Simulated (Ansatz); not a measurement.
# C₂HF₂Ga: one species, many methods

The task here is to estimate one member of a computed series from the others.

The runs use Ansatz 0.2.0, Gaussian basis; functionals in def2-TZVPP, the program's frozen cores in correlated methods.

Levels to be run: LDA (SPW92), PBE-D4, revPBE-D4, BLYP-D4, r2SCAN-D4, B97M-V, PBE0-D4, B3LYP-D4, r2SCANh-D4, r2SCAN0-D4, HSE06-D4, BHLYP-D4, CAM-B3LYP-D4, LC-ωPBE, ωB97X-V, ωB97M-V, B2PLYP, PBE-QIDH; CCSD(T)/def2-SVP; CCSD(T)/def2-TZVPP; MP2/def2-QZVPP; extrapolation to the limit; RPA on PBE.

### The relaxed structure

All runs share one geometry, relaxed beforehand with PBE0-D4 in a triple-zeta def2 set.

6 atoms, charge 0, spin multiplicity 1.

Atoms are counted from 1 here; the program's logs count them from 0.

Bond lengths: C1–C2 1.205 Å, C1–H6 1.067 Å, C2–Ga3 1.875 Å, Ga3–F4 1.734 Å, Ga3–F5 1.734 Å. Angles: C2–C1–H6 180.0°, C1–C2–Ga3 180.0°, C2–Ga3–F4 123.5°, C2–Ga3–F5 123.5°, F4–Ga3–F5 113.0°.

Set-up of the first run:

Contents of in.yaml:

```yaml
crystal:
  periodic: [false, false, false]
  atoms:
    - {symbol: C, position_ang: [-0.242590, 0.981557, 1.587224]}
    - {symbol: C, position_ang: [-0.087003, 0.352869, 0.570941]}
    - {symbol: Ga, position_ang: [0.154510, -0.624864, -1.010181]}
    - {symbol: F, position_ang: [0.241647, -2.356026, -1.061339]}
    - {symbol: F, position_ang: [0.313791, 0.108283, -2.573609]}
    - {symbol: H, position_ang: [-0.380345, 1.538191, 2.486963]}
basis:
  gaussian: {orbitals: def2-TZVPP}
hamiltonian: {xc: lda}
output: {orbitals: {seedname: orbitals}}
```

Among the steps run: LDA; PBE-D4 (GGA); revPBE-D4 (GGA); BLYP-D4 (GGA); r2SCAN-D4 (meta-GGA); B97M-V (meta-GGA); PBE0-D4 (hybrid); B3LYP-D4 (hybrid); r2SCANh-D4 (hybrid); r2SCAN0-D4 (hybrid); HSE06-D4 (hybrid); BHLYP-D4 (hybrid); CAM-B3LYP-D4 (range-separated); LC-ωPBE (range-separated); ωB97X-V (range-separated); ωB97M-V (range-separated); B2PLYP (double hybrid); PBE-QIDH (double hybrid).

One of the session's tables, all rows but one given; the rest of the session is left out.

It belongs to the step «Orbital energies across the functionals». 

| functional | HOMO (eV) | LUMO (eV) | gap (eV) |
| --- | --- | --- | --- |
| LDA (SPW92) | -8.12 | -2.91 | 5.21 |
| PBE-D4 | -7.88 | -2.59 | 5.28 |
| revPBE-D4 | -7.79 | -2.46 | 5.33 |
| BLYP-D4 | -7.71 | -2.53 | 5.18 |
| r2SCAN-D4 | ? | ? | ? |
| B97M-V | -8.08 | -2.45 | 5.63 |
| PBE0-D4 | -9.15 | -1.76 | 7.39 |
| B3LYP-D4 | -8.89 | -2.04 | 6.85 |
| r2SCANh-D4 | -8.61 | -2.08 | 6.53 |
| r2SCAN0-D4 | -9.32 | -1.63 | 7.69 |
| HSE06-D4 | -8.74 | -2.13 | 6.61 |
| BHLYP-D4 | -10.23 | -0.96 | 9.27 |
| CAM-B3LYP-D4 | -10.54 | -0.82 | 9.72 |
| LC-ωPBE | -11.99 | 0.43 | 12.42 |
| ωB97X-V | -11.55 | 0.31 | 11.85 |
| ωB97M-V | -11.43 | 0.11 | 11.54 |

Estimate the missing values for r2SCAN-D4.

Worked estimate for «HOMO (eV)». Against the share of exact exchange, r2SCANh-D4 (0.1, -8.61), r2SCAN0-D4 (0.25, -9.32) give a slope of -4.73 per unit share; at 0 the line stands at -8.14.

**Answer.** HOMO (eV): -8.13; LUMO (eV): -2.38; gap (eV): 5.76. In «HOMO (eV)» the line misses by -0.01.
